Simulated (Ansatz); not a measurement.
# CH3BFNS: the cost of one run

Method: RKS PBE-D4/def2-SVP, in Ansatz 0.2.0.

## 1. The starting structure

Bond lengths: N1–C2 1.216 Å, C2–F3 1.330 Å, C2–B4 1.554 Å, B4–S5 1.944 Å, N1–H6 1.067 Å, B4–H7 1.159 Å, S5–H8 1.378 Å. Angles: N1–C2–F3 119.0°, N1–C2–B4 122.9°, F3–C2–B4 118.0°, C2–N1–H6 125.2°, C2–B4–S5 118.9°, C2–B4–H7 122.2°, S5–B4–H7 118.6°, B4–S5–H8 92.1°.

Structure file:

```xyz
8

N    -0.2981    1.3796    0.5002
C     0.4538    0.4254    0.5632
F     1.3569    0.3786    1.5378
B     0.4473   -0.7256   -0.4809
S    -0.9019   -0.7169   -1.8809
H    -0.2963    2.2101    1.1699
H     1.1453   -1.6467   -0.3897
H    -1.8149   -1.3616   -1.0755
```

## 2. End point A

File input.yaml:

```yaml
crystal:
  periodic: [false, false, false]
  atoms:
    - { symbol: "N", position_ang: [-0.2981, 1.3796, 0.5002] }
    - { symbol: C, position_ang: [0.4538, 0.4254, 0.5632] }
    - { symbol: F, position_ang: [1.3569, 0.3786, 1.5378] }
    - { symbol: B, position_ang: [0.4473, -0.7256, -0.4809] }
    - { symbol: S, position_ang: [-0.9019, -0.7169, -1.8809] }
    - { symbol: H, position_ang: [-0.2963, 2.2101, 1.1699] }
    - { symbol: H, position_ang: [1.1453, -1.6467, -0.3897] }
    - { symbol: H, position_ang: [-1.8149, -1.3616, -1.0755] }
basis:
  gaussian: { orbitals: def2-SVP }
hamiltonian:
  xc: pbe
  dispersion: d4
relax:
  f_tol: 0.02
  max_steps: 50
```

The run is started by

```bash
$ ansatz run input.yaml --threads 2 --pin off --max-ram 3072MiB --backend cpu --events-out ev --progress --plain --runs-dir out
```

**Question.** How long does this run take on 2 threads of AMD EPYC 9R45 (Zen 5), shared host, and how much memory does it need?

About 9.8 s, with a peak of 0.19 GiB.
